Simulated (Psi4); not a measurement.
# One shape, several levels: GaHCl2O (SMILES [OH][Ga]([Cl])[Cl])

Wanted: a comparison of 4 runs (B2PLYP/def2-SVP, M06-2X/def2-SVP, wB97M-V/def2-SVP, wB97X/def2-SVP) of GaHCl2O. 

The results are computed with Psi4 1.11.

2 further runs of the same task are left out: 1 that didn't finish, 1 set aside as unsound or not needed.

## 1. The structure to begin with

GaHCl2O: 5 atoms, total charge 0, spin state singlet. SMILES: `[OH][Ga]([Cl])[Cl]`. The O1–H5 distance was set to 1.442 Å, away from the relaxed value. At this shape a bond of the SMILES string is far longer than usual.

Bond lengths: O1–Ga2 1.765 Å, Ga2–Cl3 2.109 Å, Ga2–Cl4 2.123 Å. Angles: O1–Ga2–Cl3 118.8°, O1–Ga2–Cl4 120.6°, Cl3–Ga2–Cl4 120.6°. A long bond or contact: O1–H5 1.442 Å.

## 2. The energy at B2PLYP/def2-SVP (density fitting for correlation) (run 1)

The input, cl2gaho.inp:

```
memory 2200 MB

molecule geom {
  0 1
  O      1.11367041     2.10367147     0.92943345
  Ga     0.85666765    -1.20164850     0.57208624
  Cl     3.46732430    -3.54566478     2.46351312
  Cl    -2.02781030    -2.79241995    -1.71939566
  H     -0.78461429     3.47218278    -0.46487263
  units bohr
  symmetry c1
}

set puream true
set e_convergence 1e-09
set d_convergence 1e-08
set scf_type pk
set dft_radial_points 99
set dft_spherical_points 590
set num_frozen_docc 20

energy('b2plyp/def2-SVP')
print_variables()
```

Run with:

```
$ psi4 -n 1 cl2gaho.inp cl2gaho.out
```

cl2gaho.out:

```text
[...]
  Running in c1 symmetry.
[...]
  Nuclear repulsion =  435.981341071432780
[...]
  Multiplicity = 1
[...]
  Nalpha       = 37
  Nbeta        = 37
[...]
    Number of basis functions: 87
[...]
   @RKS iter   1: -2917.93274825793424   -2.35133e+00   2.81066e-02 DIIS/ADIIS
[...]
   @RKS iter  14: -2919.58869821797089    4.54747e-13   5.45260e-09 DIIS
[...]
    Orbital Energies [Eh]
    ---------------------
    Doubly Occupied:
       1A   -375.204830     2A   -102.882395     3A   -102.881758
       4A    -46.897380     5A    -41.487200     6A    -41.483763
       7A    -41.482552     8A    -19.766083     9A     -9.915887
      10A     -9.915164    11A     -7.560714    12A     -7.559862
      13A     -7.556278    14A     -7.555796    15A     -7.555643
      16A     -7.555204    17A     -5.933090    18A     -4.143566
      19A     -4.138347    20A     -4.135481    21A     -1.098682
      22A     -1.059371    23A     -1.056594    24A     -1.051581
      25A     -1.049760    26A     -1.004338    27A     -0.928235
      28A     -0.915659    29A     -0.534033    30A     -0.475746
      31A     -0.444628    32A     -0.418742    33A     -0.415182
      34A     -0.388467    35A     -0.387718    36A     -0.387535
[...]
  @RKS Final Energy: -2919.58869821797089
   => Energetics <=
    Nuclear Repulsion Energy =            435.9813410714327802
    One-Electron Energy =               -4928.4542573942799208
    Two-Electron Energy =                1639.8092280088176267
    DFT Exchange-Correlation Energy =     -66.9250099039403352
    Empirical Dispersion Energy =           0.0000000000000000
    VV10 Nonlocal Energy =                  0.0000000000000000
    Total Energy =                      -2919.5886982179704319
[...]
 Multipole Moments:
 ------------------------------------------------------------------------------------
     Multipole            Electronic (a.u.)      Nuclear  (a.u.)        Total (a.u.)
 ------------------------------------------------------------------------------------
 L = 1.  Multiply by 2.5417464519 to convert [e a0] to [Debye]
 Dipole X            :          0.3718620           -0.8605454           -0.4886834
 Dipole Y            :         -1.7258076            2.2140756            0.4882680
 Dipole Z            :          0.2022254           -0.5548603           -0.3526349
 Magnitude           :                                                    0.7756085
[...]
```

Run time: 9.6 s. Hardware: 1 thread of AMD EPYC 7R43 (Zen 3), shared host; peak memory 0.8 GiB.

## 3. The energy at M06-2X/def2-SVP (run 2)

The input, run.py:

```python
import psi4

psi4.set_memory(2200000000)
psi4.set_num_threads(1)
psi4.core.set_output_file('output.dat', False)

geom = psi4.geometry("""
O      1.11367041     2.10367147     0.92943345
Ga     0.85666765    -1.20164850     0.57208624
Cl     3.46732430    -3.54566478     2.46351312
Cl    -2.02781030    -2.79241995    -1.71939566
H     -0.78461429     3.47218278    -0.46487263
units au
symmetry c1
no_reorient
no_com
""")

psi4.set_options({
    'basis': 'def2-SVP',
    'reference': 'rks',
    'puream': True,
    'e_convergence': 1e-09,
    'd_convergence': 1e-08,
    'scf_type': 'pk',
    'dft_radial_points': 99,
    'dft_spherical_points': 590,
})

energy_value, wavefunction = psi4.energy('m06-2x', molecule=geom, return_wfn=True)
print(f'total energy {energy_value:.8f} hartree = {energy_value * 27.211386:.5f} eV')
```

Run with:

```
$ python run.py
```

output.dat:

```text
[...]
  Running in c1 symmetry.
[...]
  Nuclear repulsion =  435.981341071432780
[...]
  Multiplicity = 1
[...]
  Nalpha       = 37
  Nbeta        = 37
[...]
    Number of basis functions: 87
[...]
   @RKS iter   1: -2918.80998830993667   -2.30762e+00   2.83166e-02 DIIS/ADIIS
[...]
   @RKS iter  14: -2920.48810573104811   -1.50067e-11   4.03793e-09 DIIS
[...]
    Orbital Energies [Eh]
    ---------------------
    Doubly Occupied:
       1A   -374.754321     2A   -102.637619     3A   -102.637147
       4A    -46.661127     5A    -41.433429     6A    -41.430329
       7A    -41.429242     8A    -19.668315     9A     -9.807813
      10A     -9.807209    11A     -7.533145    12A     -7.532431
      13A     -7.529168    14A     -7.528684    15A     -7.528659
      16A     -7.528218    17A     -5.819023    18A     -4.098000
      19A     -4.092536    20A     -4.089437    21A     -1.092938
      22A     -1.066185    23A     -1.062787    24A     -1.060409
      25A     -1.058404    26A     -0.999058    27A     -0.912664
      28A     -0.900313    29A     -0.532046    30A     -0.479623
      31A     -0.447914    32A     -0.423185    33A     -0.420183
      34A     -0.393583    35A     -0.393510    36A     -0.391275
[...]
  @RKS Final Energy: -2920.48810573104811
   => Energetics <=
    Nuclear Repulsion Energy =            435.9813410714327802
    One-Electron Energy =               -4928.7319261335160263
    Two-Electron Energy =                1638.7262508123228599
    DFT Exchange-Correlation Energy =     -66.4637714812874663
    Empirical Dispersion Energy =           0.0000000000000000
    VV10 Nonlocal Energy =                  0.0000000000000000
    Total Energy =                      -2920.4881057310481083
[...]
 Multipole Moments:
 ------------------------------------------------------------------------------------
     Multipole            Electronic (a.u.)      Nuclear  (a.u.)        Total (a.u.)
 ------------------------------------------------------------------------------------
 L = 1.  Multiply by 2.5417464519 to convert [e a0] to [Debye]
 Dipole X            :        -59.6506316           59.1531841           -0.4974475
 Dipole Y            :        125.2398146         -124.6969894            0.5428252
 Dipole Z            :        -37.7120067           37.3552652           -0.3567415
 Magnitude           :                                                    0.8181551
[...]
```

On the terminal:

```text
total energy -2920.48810573 hartree = -79470.52915 eV
```

Run time: 23 s. Hardware: 1 thread of AMD EPYC 7R43 (Zen 3), shared host; peak memory 0.92 GiB.

Run 3 isn't shown in full; the table further down has it.

## 4. A single-point energy at wB97X/def2-SVP (run 4)

The input, input.dat:

```
memory 2.2 GB

molecule {
  0 1
  O
  Ga 1 R2
  Cl 2 R3 1 A3
  Cl 2 R4 1 A4 3 D4
  H 1 R5 2 A5 3 D5

  R2 = 1.764541
  R3 = 2.10925
  A3 = 118.78964
  R4 = 2.123422
  A4 = 120.6351
  D4 = 179.99113
  R5 = 1.4415
  A5 = 112.91861
  D5 = 179.95047
  units angstrom
  symmetry c1
  no_reorient
  no_com
}

set {
  basis                def2-SVP
  puream               true
  e_convergence        1e-09
  d_convergence        1e-08
  scf_type             pk
  dft_radial_points    99
  dft_spherical_points 590
}

E, wfn = energy('wb97x', return_wfn=True)
print_variables()
```

Run with:

```
$ psi4 input.dat output.dat -n 1
```

output.dat:

```text
[...]
  Running in c1 symmetry.
[...]
  Nuclear repulsion =  435.981382207241950
[...]
  Multiplicity = 1
[...]
  Nalpha       = 37
  Nbeta        = 37
[...]
    Number of basis functions: 87
[...]
   @RKS iter   1: -2918.82283557064557   -2.16988e+00   2.89484e-02 ADIIS/DIIS
[...]
   @RKS iter  14: -2920.56194627024752   -9.54969e-12   6.53655e-09 DIIS
[...]
    Orbital Energies [Eh]
    ---------------------
    Doubly Occupied:
       1A   -372.403391     2A   -101.475517     3A   -101.474286
       4A    -45.988950     5A    -40.757672     6A    -40.753975
       7A    -40.752767     8A    -19.240014     9A     -9.548485
      10A     -9.547203    11A     -7.314441    12A     -7.312927
      13A     -7.307985    14A     -7.307279    15A     -7.306816
      16A     -7.306173    17A     -5.660385    18A     -3.954046
      19A     -3.946962    20A     -3.943835    21A     -1.076979
      22A     -1.022110    23A     -1.018593    24A     -1.009373
      25A     -1.007217    26A     -0.978886    27A     -0.937402
      28A     -0.925151    29A     -0.582824    30A     -0.525126
      31A     -0.487825    32A     -0.462329    33A     -0.458333
      34A     -0.432896    35A     -0.429697    36A     -0.424825
[...]
  @RKS Final Energy: -2920.56194627024752
   => Energetics <=
    Nuclear Repulsion Energy =            435.9813822072419498
    One-Electron Energy =               -4927.9466810307303604
    Two-Electron Energy =                1680.2103978728971470
    DFT Exchange-Correlation Energy =    -108.8070453196558987
    Empirical Dispersion Energy =           0.0000000000000000
    VV10 Nonlocal Energy =                  0.0000000000000000
    Total Energy =                      -2920.5619462702470628
[...]
 Multipole Moments:
 ------------------------------------------------------------------------------------
     Multipole            Electronic (a.u.)      Nuclear  (a.u.)        Total (a.u.)
 ------------------------------------------------------------------------------------
 L = 1.  Multiply by 2.5417464519 to convert [e a0] to [Debye]
 Dipole X            :          0.0001504           -0.0009184           -0.0007680
 Dipole Y            :         -0.6358774            1.2923380            0.6564606
 Dipole Z            :          1.5882399           -2.0689123           -0.4806725
 Magnitude           :                                                    0.8136259
[...]
```

Run time: 13 s. Hardware: 1 thread of AMD EPYC 7R43 (Zen 3), shared host; peak memory 0.86 GiB.

## 5. All runs side by side

| run | level | fitting correlation | frozen core orbitals | energy (Eh) | HOMO energy (eV) | LUMO energy (eV) | HOMO–LUMO gap (eV) | wall time |
| --- | --- | --- | --- | --- | --- | --- | --- | --- |
| 1 | B2PLYP/def2-SVP (density fitting for correlation) | density fitting | 20 | -2919.815906 | -10.35 | -1.03 | 9.32 | 9.6 s |
| 2 | M06-2X/def2-SVP | – | 0 | -2920.488106 | -10.52 | -1.34 | 9.17 | 23 s |
| 3 | wB97M-V/def2-SVP | – | 0 | -2920.376326 | -11.36 | -0.33 | 11.03 | 69 s |
| 4 | wB97X/def2-SVP | – | 0 | -2920.561946 | -11.54 | -0.21 | 11.33 | 13 s |

## 6. Results

| quantity | value |
| --- | --- |
| run 4: total energy | -2920.56195 Eh |
| run 4: dipole moment | 2.07 D |
| run 4: HOMO energy | -11.54 eV |
| run 4: LUMO energy | -0.21 eV |
| run 4: HOMO–LUMO gap | 11.33 eV |

Over runs 2, 3, 4 the dipole moment (its size) runs from 1.99 D (wB97M-V/def2-SVP) to 2.08 D (M06-2X/def2-SVP). The HOMO–LUMO gap runs from 9.17 eV (M06-2X/def2-SVP) to 11.33 eV (wB97X/def2-SVP). Totals of different functionals can't be ranked against each other. All runs together took 1.9 min, the longest 69 s.
